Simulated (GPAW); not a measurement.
# HfB (Fm-3m) in GPAW: equation of state

How stiff is HfB in PBE, and what volume does it want? The cell is scaled to several volumes.

Program: GPAW 26.7.0. These are calculated values, not measurements. Logs are shortened: lines on timing, memory, paths and dates and some standing lists are left out, and cuts for length are marked. The log counts tension as positive stress, the text compression.

## 1. The crystal as given

It takes space group Fm-3m (No. 225, cubic). The conventional cell has a = 4.620 Å, b = 4.620 Å, c = 4.620 Å, α = 90.00°, β = 90.00°, γ = 90.00°. Around Hf (site symmetry m-3m) lie 6 B at 2.31 Å. B (site symmetry m-3m) is surrounded by 6 Hf at 2.31 Å.

## 2. Equation of state, PBE

The input, run.py:

```python
from ase.eos import EquationOfState
from ase.io import Trajectory, read
from ase.units import GPa
from gpaw import GPAW, PW

atoms = read('HfB.xyz')

traj = Trajectory('eos.traj', 'w')
volumes, energies = [], []
for x in [0.94, 0.96, 0.98, 1.0, 1.02, 1.04, 1.06]:
    a = atoms.copy()
    a.set_cell(atoms.cell * x**(1 / 3), scale_atoms=True)
    calc = GPAW(mode=PW(800),
                xc='PBE',
                kpts={'size': (10, 10, 10), 'gamma': True},
                occupations={'name': 'fermi-dirac', 'width': 0.05},
                nbands=17,
                convergence={'density': 1e-05, 'energy': 1e-05},
                maxiter=150,
                txt=f'eos-{x:.2f}.txt')
    a.calc = calc
    energies.append(a.get_potential_energy(force_consistent=True))
    volumes.append(a.get_volume())
    p = -a.get_stress()[:3].mean() / GPa
    calc.write(f'eos-{x:.2f}.gpw')
    traj.write(a)
    print(f'{x:.2f} {volumes[-1]:10.4f} A^3 {energies[-1]:14.6f} eV {p:9.3f} GPa', flush=True)

v0, e0, B = EquationOfState(volumes, energies, eos='birchmurnaghan').fit()
print(f'V0 = {v0:.4f} A^3, E0 = {e0:.6f} eV, B0 = {B / GPa:.2f} GPa')
```

The input, HfB.xyz:

```xyz
2
Lattice="0.0000000000 2.3100000000 2.3100000000 2.3100000000 0.0000000000 2.3100000000 2.3100000000 2.3100000000 0.0000000000" Properties=species:S:1:pos:R:3 pbc="T T T"
Hf     2.3100000000      2.3100000000      2.3100000000
B      0.0000000000      0.0000000000      0.0000000000
```

Potentials or basis: GPAW PAW data sets (gpaw-data 1.2.1), pw.

The run is started by

```bash
OMP_NUM_THREADS=1 python run.py
```

Log:

```text
__  _  _
 | _ |_)|_||  |
 |__||  | ||/\| - 26.7.0

Input parameters:
  mode=PW(ecut=800.0),
  convergence={'density': 1e-05, 'energy': 1e-05},
  kpts=MonkhorstPack(size=(10, 10, 10), gamma=True),
  maxiter=150,
  nbands=17,
  occupations=Occupations(name='fermi-dirac', width=0.05),
  xc=XC(name='PBE')

Diagonalizing LCAO Hamiltonian
Converting LCAO to pw mode

              Hf

       B

Atoms  # Å, Bohr magnetons
|   | symbol |        x |        y |        z |    initial magnetic moments |
|---|--------|----------|----------|----------|-----------------------------|
| 0 |     Hf | 2.262844 | 2.262844 | 2.262844 | ( 0.0000,  0.0000,  0.0000) |
| 1 |      B | 0.000000 | 0.000000 | 0.000000 | ( 0.0000,  0.0000,  0.0000) |

Unit cell  # Å
| periodic |        x |        y |        z |  lengths |    angles |
|----------|----------|----------|----------|----------|-----------|
|      yes | 0.000000 | 2.262844 | 2.262844 | 3.200145 | 60.000000 |
|      yes | 2.262844 | 0.000000 | 2.262844 | 3.200145 | 60.000000 |
|      yes | 2.262844 | 2.262844 | 0.000000 | 3.200145 | 60.000000 |

Number of symmetries: 48
Symmetry operations  # r_c * U_cc + t_c -> r_c
|    | kind |            matrix            |
|----|------|------------------------------|
|  0 |  σ   |  1, 0, 0,  1, 0,-1,  1,-1, 0 |
|  1 |  C2  |  1, 0, 0,  1,-1, 0,  1, 0,-1 |
|  2 |  E   |  1, 0, 0,  0, 1, 0,  0, 0, 1 |
|  3 |  σ   |  1, 0, 0,  0, 0, 1,  0, 1, 0 |
|  4 |  C4  |  1, 0,-1,  1, 0, 0,  1,-1, 0 |
|  5 |  S6  |  1, 0,-1,  1,-1, 0,  1, 0, 0 |
|  6 |  σ   |  1, 0,-1,  0, 1,-1,  0, 0,-1 |
|  7 |  C3  |  1, 0,-1,  0, 0,-1,  0, 1,-1 |
|  8 |  S6  |  1,-1, 0,  1, 0, 0,  1, 0,-1 |
|  9 |  C4  |  1,-1, 0,  1, 0,-1,  1, 0, 0 |
| 10 |  C3  |  1,-1, 0,  0,-1, 1,  0,-1, 0 |
| 11 |  σ   |  1,-1, 0,  0,-1, 0,  0,-1, 1 |
| 12 |  σ   |  0, 1, 0,  1, 0, 0,  0, 0, 1 |
| 13 |  C4  |  0, 1, 0,  0, 1,-1, -1, 1, 0 |
| 14 |  C3  |  0, 1, 0,  0, 0, 1,  1, 0, 0 |
| 15 |  S6  |  0, 1, 0, -1, 1, 0,  0, 1,-1 |
| 16 |  C2  |  0, 1,-1,  1, 0,-1,  0, 0,-1 |
| 17 |  σ   |  0, 1,-1,  0, 1, 0, -1, 1, 0 |
| 18 |  S4  |  0, 1,-1,  0, 0,-1,  1, 0,-1 |
| 19 |  C4  |  0, 1,-1, -1, 1, 0,  0, 1, 0 |
| 20 |  C3  |  0, 0, 1,  1, 0, 0,  0, 1, 0 |
| 21 |  σ   |  0, 0, 1,  0, 1, 0,  1, 0, 0 |
| 22 |  S6  |  0, 0, 1,  0,-1, 1, -1, 0, 1 |
| 23 |  C4  |  0, 0, 1, -1, 0, 1,  0,-1, 1 |
| 24 |  S4  |  0, 0,-1,  1, 0,-1,  0, 1,-1 |
| 25 |  C3  |  0, 0,-1,  0, 1,-1,  1, 0,-1 |
| 26 |  C2  |  0, 0,-1,  0,-1, 0, -1, 0, 0 |
| 27 |  S6  |  0, 0,-1, -1, 0, 0,  0,-1, 0 |
| 28 |  S4  |  0,-1, 1,  1,-1, 0,  0,-1, 0 |
| 29 |  C4  |  0,-1, 1,  0, 0, 1, -1, 0, 1 |
| 30 |  C2  |  0,-1, 1,  0,-1, 0,  1,-1, 0 |
| 31 |  σ   |  0,-1, 1, -1, 0, 1,  0, 0, 1 |
| 32 |  C3  |  0,-1, 0,  1,-1, 0,  0,-1, 1 |
| 33 |  S6  |  0,-1, 0,  0, 0,-1, -1, 0, 0 |
| 34 |  S4  |  0,-1, 0,  0,-1, 1,  1,-1, 0 |
| 35 |  C2  |  0,-1, 0, -1, 0, 0,  0, 0,-1 |
| 36 |  C2  | -1, 1, 0,  0, 1, 0,  0, 1,-1 |
| 37 |  S6  | -1, 1, 0,  0, 1,-1,  0, 1, 0 |
| 38 |  S4  | -1, 1, 0, -1, 0, 1, -1, 0, 0 |
| 39 |  C3  | -1, 1, 0, -1, 0, 0, -1, 0, 1 |
| 40 |  S6  | -1, 0, 1,  0, 0, 1,  0,-1, 1 |
| 41 |  C2  | -1, 0, 1,  0,-1, 1,  0, 0, 1 |
| 42 |  C3  | -1, 0, 1, -1, 1, 0, -1, 0, 0 |
| 43 |  S4  | -1, 0, 1, -1, 0, 0, -1, 1, 0 |
| 44 |  C2  | -1, 0, 0,  0, 0,-1,  0,-1, 0 |
| 45 |  i   | -1, 0, 0,  0,-1, 0,  0, 0,-1 |
| 46 |  σ   | -1, 0, 0, -1, 1, 0, -1, 0, 1 |
| 47 |  C2  | -1, 0, 0, -1, 0, 1, -1, 1, 0 |

BZ-sampling:
  Number of BZ points: 1000
  Number of IBZ points: 47

  Monkhorst-Pack size: [10, 10, 10]
  Monkhorst-Pack shift: [0.05, 0.05, 0.05]

K-points  # in reciprocal-cell coordinates
|     |                                coordinates |     weight |
|-----|--------------------------------------------|------------|
|   0 | (  0.00000000,   0.00000000,   0.00000000) | 0.00100000 |
|   1 | (  0.10000000,   0.10000000,   0.00000000) | 0.00600000 |
|   2 | (  0.10000000,   0.10000000,   0.10000000) | 0.00800000 |
|   3 | (  0.20000000,   0.10000000,   0.10000000) | 0.01200000 |
|   4 | (  0.20000000,   0.20000000,   0.00000000) | 0.00600000 |
|   5 | (  0.20000000,   0.20000000,   0.10000000) | 0.02400000 |
|   6 | (  0.20000000,   0.20000000,   0.20000000) | 0.00800000 |
|   7 | (  0.30000000,   0.20000000,   0.10000000) | 0.02400000 |
|   8 | (  0.30000000,   0.20000000,   0.20000000) | 0.02400000 |
|   9 | (  0.30000000,   0.30000000,   0.00000000) | 0.00600000 |
| ... |                                            |            |
|  46 | (  0.50000000,   0.50000000,   0.50000000) | 0.00400000 |

Plane wave coefficients: 1243
Cutoff: 800.0 eV

Spin-components: 1 (collinear spins)
Bands:           17
Projectors:      11
Spin-degeneracy: 2
Datatype:        complex128

Density:
  Valence electrons: 15.0
  Components: 1
  Grid points: [21 21 21]
  Charge: 0.0  # |e|

Potential:
  Grid points: [21 21 21]

species:
  Hf:
    name:    Hafnium
    Z:       72.0
    valence: 12
    core:    60
    charge:  0.0  # [|e|]
    compensation charges:
      type: gauss
      rc: 0.41  # [Å]
      lmax: 2
    cutoffs:
      filter: 2.36  # [Å]
      core: 4.02  # [Å]
    projectors
    | kind |    occ | energy [eV] | rcut [Å] |
    |------|--------|-------------|----------|
    |   5s |  2.000 |     -66.831 |    1.397 |
    |   6s |  2.000 |      -5.097 |    1.397 |
    |   5p |  6.000 |     -35.599 |    1.307 |
    |   6p |  0.000 |      -1.401 |    1.307 |
    |   5d |  2.000 |      -2.699 |    1.334 |
    |    d |        |      24.513 |    1.334 |

    Using partial waves for Hf as LCAO basis

  B:
    name:    Boron
    Z:       5.0
    valence: 3
    core:    2
    charge:  0.0  # [|e|]
    compensation charges:
      type: gauss
      rc: 0.20  # [Å]
      lmax: 2
    cutoffs:
      filter: 1.14  # [Å]
      core: 1.38  # [Å]
    projectors
    | kind |    occ | energy [eV] | rcut [Å] |
    |------|--------|-------------|----------|
    |   2s |  2.000 |      -9.443 |    0.635 |
    |   2p |  1.000 |      -3.606 |    0.635 |
    |    s |        |      17.768 |    0.635 |
    |    p |        |      23.605 |    0.635 |
    |    d |        |       0.000 |    0.635 |

    Using partial waves for B as LCAO basis

Reference energy: -410555.604843  # eV

eigensolver:
  PPCG
  Converge bands: occupied
  niter=2

density mixing:
  MSR1-Mixer
  Pratt-step length: 0.05
  Maximum mixing coefficient: 0.75
  Old densities: 10
  SVD Regularization: 0.005
  Good broyden scale: 1.0
  Trust region scale: 1.0
  Backstep threshold: 4.0
  History deletion threshold: 6.0
  Fourier metric: weight=20.0, sigma=0.015

occupation numbers:
  Fermi-Dirac:
    width: 0.0500  # eV

poisson solver:
  ecut: 6400.0  # eV

xc functional:
[... 9 lines left out ...]
|iter     | |      energy | eigst |  dens |
|---------|-|-------------|-------|-------|
|iter:   1| |  -15.144997 | -0.27 |       |
|iter:   2| |  -14.941546 | -2.61 | -0.98 |
|iter:   3| |  -14.285372 | -1.55 | -1.03 |
|iter:   4| |  -14.302750 | -3.51 | -1.87 |
|iter:   5| |  -14.309518 | -3.87 | -2.15 |
|iter:   6| |  -14.309516 | -6.64 | -3.53 |
|iter:   7| |  -14.309516c| -7.66c| -4.03 |
|iter:   8| |  -14.309516c| -7.57c| -4.75 |
|iter:   9| |  -14.309516c| -8.50c| -5.80c|

Converged in 9 steps
Energy contributions relative to reference atoms: (reference = -410555.604843)

Energy contributions:
  Kinetic:          48.598392
  Coulomb:         -41.992005
  Zero:             -0.468447
  External:          0.000000
  Xc:              -20.443305
  Entropy:          -0.008300
  Spinorbit:         0.000000
  ----------------------------
  Free energy:     -14.313666
  Extrapolated:    -14.309516

dipole moment: (-6.963308, -6.963308, -6.963308)  # |e|*Ang

Fermi level: 11.160
Eigenvalues  # (at kpt = [0.000, 0.000, 0.000])
| band index |      eig [eV] | occ [0-2] |
|------------|---------------|-----------|
|          0 |       -48.125 |     2.000 |
|          1 |       -16.843 |     2.000 |
|          2 |       -16.843 |     2.000 |
|          3 |       -16.843 |     2.000 |
|          4 |         1.440 |     2.000 |
|          5 |        13.420 |     0.000 |
|          6 |        13.420 |     0.000 |
|          7 |        13.420 |     0.000 |
|          8 |        15.351 |     0.000 |
|          9 |        15.351 |     0.000 |
|         10 |        15.351 |     0.000 |
|         11 |        15.643 |     0.000 |
|         12 |        15.643 |     0.000 |
|        ... |               |           |
|         16 |        38.025 |     0.000 |

No gap
No difference between direct/indirect transitions

Stress tensor  # eV/Ang^3
|         x |         y |         z |
|-----------|-----------|-----------|
| -0.322013 |  0.000000 |  0.000000 |
|  0.000000 | -0.322013 | -0.000000 |
|  0.000000 | -0.000000 | -0.322013 |

# Writing to eos-0.94.gpw (mode='')
```

stdout:

```text
0.94    23.1736 A^3     -14.313666 eV    51.592 GPa
0.96    23.6667 A^3     -14.461730 eV    44.416 GPa
0.98    24.1597 A^3     -14.588643 eV    37.862 GPa
1.00    24.6528 A^3     -14.696277 eV    31.871 GPa
1.02    25.1458 A^3     -14.786226 eV    26.390 GPa
1.04    25.6389 A^3     -14.860025 eV    21.372 GPa
1.06    26.1319 A^3     -14.919027 eV    16.775 GPa
<dir> UserWarning: The minimum volume of your fit is not in your volumes.  You may not have a minimum in your dataset!
  warnings.warn(
V0 = 28.4273 A^3, E0 = -15.032095 eV, B0 = 170.58 GPa
```

Run time: 2.1 min. Hardware: 1 thread of Arm Neoverse V2, shared host; peak memory 0.26 GiB.

What came out:

* Equilibrium volume: 14.21 Å³/atom (rough: see the caveat)
* Bulk modulus: 171 GPa (rough)

Energy against volume, from the lowest point:
| volume (Å³/atom) | energy (meV/atom) |
| --- | --- |
| 11.587 | 302.68 |
| 11.833 | 228.65 |
| 12.080 | 165.19 |
| 12.326 | 111.37 |
| 12.573 | 66.40 |
| 12.819 | 29.50 |
| 13.066 | 0.00 |

Caveat: the minimum lies outside the volumes run.
